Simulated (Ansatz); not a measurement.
# CH₆AlInO₂: one species, many methods

One table from this session's results is given with a row withheld; the runs are named, their logs left out.

Computed with Ansatz 0.2.0, Gaussian basis. Level: functionals in def2-TZVPP, the program's frozen cores in correlated methods.

The runs, in order: LDA (SPW92), PBE-D4, revPBE-D4, BLYP-D4, r2SCAN-D4, B97M-V, PBE0-D4, B3LYP-D4, r2SCANh-D4, r2SCAN0-D4, HSE06-D4, BHLYP-D4, CAM-B3LYP-D4, LC-ωPBE, ωB97X-V, ωB97M-V, B2PLYP, PBE-QIDH; CCSD(T)/def2-SVP; CCSD(T)/def2-TZVPP; MP2/def2-QZVPP; extrapolation to the limit; RPA on PBE.

## The relaxed structure

The geometry comes from an earlier relaxation with PBE0-D4 in a triple-zeta def2 set; it is a stationary point, not always the lowest conformer. In takes the def2 core potential; no spin-orbit term is included.

SMILES `OC[O][AlH][InH2]`, 11 atoms, charge 0, spin multiplicity 1.

Atoms are counted from 1 here; the program's logs count them from 0.

Bond lengths: O1–C2 1.445 Å, O1–H6 0.961 Å, C2–O3 1.352 Å, C2–H7 1.099 Å, C2–H8 1.099 Å, O3–Al4 1.731 Å, Al4–In5 2.625 Å, Al4–H9 1.588 Å, In5–H10 1.736 Å, In5–H11 1.735 Å. Angles: C2–O1–H6 110.1°, O1–C2–O3 110.1°, O1–C2–H7 107.8°, O1–C2–H8 107.8°, O3–C2–H7 110.8°, O3–C2–H8 110.7°, H7–C2–H8 109.6°, C2–O3–Al4 131.8°, O3–Al4–In5 101.4°, O3–Al4–H9 111.3°, In5–Al4–H9 147.3°, Al4–In5–H10 121.9°, Al4–In5–H11 122.4°, H10–In5–H11 115.6°.

Set-up of the first run:

Input file in.yaml:

```yaml
crystal:
  periodic: [false, false, false]
  atoms:
    - {symbol: O, position_ang: [0.936661, -0.562318, -0.197899]}
    - {symbol: C, position_ang: [0.550699, -0.799468, 1.174251]}
    - {symbol: O, position_ang: [-0.607854, -0.158405, 1.448494]}
    - {symbol: Al, position_ang: [-1.618689, 0.861570, 0.481171]}
    - {symbol: In, position_ang: [-0.310448, 0.882417, -1.794133]}
    - {symbol: H, position_ang: [1.768574, -1.004761, -0.388492]}
    - {symbol: H, position_ang: [1.360943, -0.433172, 1.820153]}
    - {symbol: H, position_ang: [0.435831, -1.884213, 1.307483]}
    - {symbol: H, position_ang: [-2.881399, 1.366361, 1.300536]}
    - {symbol: H, position_ang: [0.947627, 2.033876, -2.118268]}
    - {symbol: H, position_ang: [-0.581966, -0.301886, -3.033264]}
basis:
  gaussian: {orbitals: def2-TZVPP}
hamiltonian: {xc: lda}
output: {orbitals: {seedname: orbitals}}
```

The run is started by

```console
ansatz run in.yaml --threads 4 --pin off --events-out ev --progress --plain --max-ram 10444MiB
```

Among the steps run: LDA; PBE-D4 (GGA); revPBE-D4 (GGA); BLYP-D4 (GGA); r2SCAN-D4 (meta-GGA); B97M-V (meta-GGA); PBE0-D4 (hybrid); B3LYP-D4 (hybrid); r2SCANh-D4 (hybrid); r2SCAN0-D4 (hybrid); HSE06-D4 (hybrid); BHLYP-D4 (hybrid); CAM-B3LYP-D4 (range-separated); LC-ωPBE (range-separated); ωB97X-V (range-separated); ωB97M-V (range-separated); B2PLYP (double hybrid); PBE-QIDH (double hybrid).

One table of the session follows, with a row left open; its other results are not shown here.

It belongs to the step «Frontier levels by functional». 

| functional | HOMO (eV) | gap (eV) |
| --- | --- | --- |
| LDA (SPW92) | -5.49 | 3.40 |
| PBE-D4 | -5.39 | 3.47 |
| revPBE-D4 | -5.34 | 3.51 |
| BLYP-D4 | -5.25 | 3.47 |
| r2SCAN-D4 | ? | ? |
| B97M-V | -5.68 | 3.82 |
| PBE0-D4 | -6.37 | 5.18 |
| B3LYP-D4 | -6.19 | 4.83 |
| r2SCANh-D4 | -5.96 | 4.53 |
| r2SCAN0-D4 | -6.51 | 5.44 |
| HSE06-D4 | -5.98 | 4.43 |
| BHLYP-D4 | -7.25 | 6.83 |
| CAM-B3LYP-D4 | -7.57 | 7.32 |
| LC-ωPBE | -8.80 | 9.57 |
| ωB97X-V | -8.52 | 9.16 |
| ωB97M-V | -8.32 | 8.71 |

**Question.** Estimate the row for r2SCAN-D4.

Worked estimate for «HOMO (eV)». Against the share of exact exchange, r2SCANh-D4 (0.1, -5.96), r2SCAN0-D4 (0.25, -6.51) give a slope of -3.67 per unit share; at 0 the line stands at -5.59.

**Answer.** HOMO (eV): -5.60; gap (eV): 3.91. In «HOMO (eV)» the line misses by +0.01.
